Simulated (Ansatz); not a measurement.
# CH4ClGe: the cost of one run

Program: Ansatz 0.2.0, driven from Python. Level of theory: PBE/cc-pVDZ. These are calculated values, not measurements.

### 1 Starting point

Bond lengths: Cl1–C2 1.778 Å, C2–Ge3 1.945 Å, C2–H4 1.109 Å, C2–H5 1.109 Å, Ge3–H6 1.550 Å, Ge3–H7 1.550 Å. Angles: Cl1–C2–Ge3 109.5°, Cl1–C2–H4 109.5°, Cl1–C2–H5 109.5°, Ge3–C2–H4 109.4°, Ge3–C2–H5 109.5°, H4–C2–H5 109.5°, C2–Ge3–H6 109.3°, C2–Ge3–H7 109.4°, H6–Ge3–H7 109.5°.

The script holds or builds the structure itself.

### 2 The script

The input, tae_ch4clge.py:

```python
# -*- coding: utf-8 -*-
"""Energy to split CH4ClGe into its atoms."""

from collections import Counter

import ansatz as az


def energy(molecule, charge=0, unpaired=0):
    calc = (
        molecule.calculation()
        .basis(gaussian="cc-pVDZ")
        .functional("PBE")
    )
    if charge:
        calc = calc.charge(charge)
    if unpaired:
        calc = calc.spin("collinear", total=unpaired)
    report = calc.run(threads=1).report
    if report["published_state_doubts"]:
        print("  doubts:", report["published_state_doubts"])
    return report["free_energy_ev"]

GEOMETRY = """
Cl   -1.75380    0.73940    1.08610
C    -0.78980   -0.12920   -0.12920
Ge    1.07090   -0.17720    0.43350
H    -0.86710    0.39300   -1.10490
H    -1.17140   -1.16560   -0.23280
H     1.90910   -0.93240   -0.62910
H     1.60200    1.27200    0.57640
"""

molecule = az.Crystal.molecule()
for line in GEOMETRY.strip().splitlines():
    symbol, *xyz = line.split()
    molecule = molecule.atom(symbol, [float(v) for v in xyz])

# Hund ground states
unpaired = {"Cl": 1, "C": 2, "Ge": 2, "H": 1}
counts = Counter(site.symbol for site in molecule.cartesian_sites)
atom_energy = {s: energy(az.Crystal.molecule().atom(s, (0, 0, 0)), 0, unpaired[s]) for s in counts}
whole = energy(molecule, 0, 1)
for s, e in atom_energy.items():
    print(f"{s:2s} x{counts[s]}  {e:14.5f} eV")
print(f"CH4ClGe: {whole:.5f} eV")
split = sum(counts[s] * e for s, e in atom_energy.items()) - whole
print(f"atomisation energy (no zero-point term): {96.485332 * split:.1f} kJ/mol, {split / sum(counts.values()):.3f} eV an atom")
```

### 3 The run

The run is started by

```console
> python tae_ch4clge.py
```

**Question.** How long does this script take on 1 thread of Arm Neoverse V2, shared host, and how much memory does it need?

About 3.5 s, with a peak of 0.2 GiB.
